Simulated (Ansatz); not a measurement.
# NaI: a phonon run

Aim: a sound phonon run of NaI. The structure is shown as the input types it.

Method: Kohn-Sham DFT, with the functional, basis and potentials that each input names, in Ansatz 0.2.0.

## (1) The structure to begin with

Symmetry: Fm-3m, No. 225, cubic system. The conventional cell has a = 6.304 Å, b = 6.304 Å, c = 6.304 Å, α = 90.00°, β = 90.00°, γ = 90.00°. Around Na (site symmetry m-3m) lie 6 I at 3.15 Å. I (site symmetry m-3m) has 6 Na at 3.15 Å as nearest neighbours.

Coordinates:

```xyz
2
Lattice="0.0000 3.1518 3.1518 3.1518 0.0000 3.1518 3.1518 3.1518 0.0000" Properties=species:S:1:pos:R:3 pbc="T T T"
Na    0.0000    0.0000    0.0000
I     3.1518    3.1518    3.1518
```

## (2) The run

input.yaml reads:

```yaml
crystal:
  lattice:
    - [0.0, 3.1518234347, 3.1518234347]
    - [3.1518234347, 0.0, 3.1518234347]
    - [3.1518234347, 3.1518234347, 0.0]
  atoms:
    - { symbol: Na, position: [0.0, 0.0, 0.0] }
    - { symbol: I, position: [0.5, 0.5, 0.5] }
kpoints:
  mp_grid: { grid: [6, 6, 6] }
scf:
  occupations: { method: fixed }
  max_iter: 80
hamiltonian:
  xc: lda
  pseudopotentials: { kind: all_electron, lapw: { basis_error: 0.001 } }
  hubbard: { sites: [{ species: Na, l: p, u_eff: -5.0 }] }
phonons:
  qmesh: [2, 2, 2]
  qpath:
    path:
      - [0.0, 0.0, 0.0]
      - [0.5, 0.0, 0.5]
      - [0.625, 0.25, 0.625]
      - [0.375, 0.375, 0.75]
      - [0.0, 0.0, 0.0]
      - [0.5, 0.5, 0.5]
      - [0.5, 0.25, 0.75]
      - [0.5, 0.0, 0.5]
    npoints: 6
  temperatures: { t_min: 0, t_max: 1000, t_step: 100 }
```

Run with:

```sh
$ ansatz run input.yaml --threads 2 --pin off --max-ram 5120MiB --backend cpu --events-out ev --progress --plain --runs-dir out
```

What happens when this is run?

The run converged and reported no error, with warnings (phonon interpolation lacks dipole term). That alone doesn't make the input a sound one.

The suspect setting: hamiltonian.hubbard.sites is [{species: Na, l: p, u_eff: -5.0}]. The Hubbard parameter is far from any physical value.

To check: delete hamiltonian.hubbard.sites.
